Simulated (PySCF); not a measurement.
# CH₇B₂ClSi: electronic excitations and core binding energies

Aim: predict the electronic excitations and core binding energies of CH₇B₂ClSi (`BBC[SiH2]Cl`).

Programs: PySCF 2.14.0, with density-fitted response routines of our own. Each step states its level of theory. These are calculated values for one molecule in the gas phase, unless marked as measured. Atoms are numbered from 0 throughout.

## 1. Starting geometry

12 atoms, charge 0, multiplicity 1; geometry from: GFN2-xTB.

Bonds of the start (Å): B0–B1 1.62, B1–C2 1.57, C2–Si3 1.90, Si3–Cl4 2.03, B0–H5 1.17, B0–H6 1.17, B1–H7 1.18, C2–H8 1.09, C2–H9 1.09, Si3–H10 1.46, Si3–H11 1.46.

## 2. Ultraviolet spectrum: CAM-B3LYP/def2-SVPD

What the job is given:

```
{"job": {"kind": "uv", "xc": "CAM-B3LYP", "basis": "def2-SVPD", "nstates": 8, "ntriplets": 3}, "charge": 0, "multiplicity": 1}
B     -2.189144     0.104251     0.392700
B     -0.960981    -0.551181    -0.443561
C      0.338456     0.226923    -0.857732
Si     1.642757    -0.017726     0.508642
Cl     3.326182     0.966887    -0.036717
H     -2.193512     0.142203     1.566970
H     -3.155800     0.541804    -0.109710
H     -0.970851    -1.692431    -0.740860
H      0.770741    -0.144825    -1.788573
H      0.186306     1.300926    -0.978782
H      2.005164    -1.425119     0.677842
H      1.201879     0.547601     1.783755
```

Method: TDDFT CAM-B3LYP/def2-SVPD, vertical, gas phase, core orbitals frozen in the response.

Started as:

```sh
$ OMP_NUM_THREADS=1 python probes_run.py task.json out
```

One launch serves the whole session: the jobs run in the order shown.

**Question.** This job is followed by: delta-SCF UKS SCAN, pcX-2 on the ionised atom, pcseg-1 elsewhere, spin-free X2C. What will the session give for the following? lowest singlet (CAM-B3LYP/def2-SVPD); brightest single state of those computed; lowest triplet; surface potential, 1st and 99th percentile; B1s binding energies, SCAN/pcX-2 (standing for 1 of 2 atoms); C1s binding energies, SCAN/pcX-2; Si1s binding energies, SCAN/pcX-2; Si2p binding energies, SCAN/pcX-2; Cl1s binding energies, SCAN/pcX-2; Cl2p binding energies, SCAN/pcX-2.

The runs gave:

| quantity | value |
| --- | --- |
| lowest singlet (CAM-B3LYP/def2-SVPD) | 4.91 eV (252 nm), f = 0.004 |
| brightest single state of those computed | state 7, 7.09 eV, f = 0.080 |
| lowest triplet | 4.17 eV |
| surface potential, 1st and 99th percentile | -0.47 V and 1.76 V |
| B1s binding energies, SCAN/pcX-2 (standing for 1 of 2 atoms) | B1 195.39 eV |
| C1s binding energies, SCAN/pcX-2 | C2 290.17 eV |
| Si1s binding energies, SCAN/pcX-2 | Si3 1847.59 eV |
| Si2p binding energies, SCAN/pcX-2 | Si3 107.94 eV |
| Cl1s binding energies, SCAN/pcX-2 | Cl4 2828.58 eV |
| Cl2p binding energies, SCAN/pcX-2 | Cl4 206.54 eV |

In words: The lowest singlet, at 4.91 eV, is HOMO→LUMO 0.77, HOMO−1→LUMO 0.15 and is weak; of the 8 states computed, the strongest absorption comes from state 7 at 7.09 eV. The lowest triplet lies 0.74 eV below the lowest singlet (triplets in Tamm-Dancoff, singlets in full TDDFT). At CAM-B3LYP/def2-SVPD, counted by nearest atom on the grid, the HOMO lies on B0, B1 about 22 % each; C2 12 %, the LUMO on B0 42 %; H5, H6 about 15 % each.
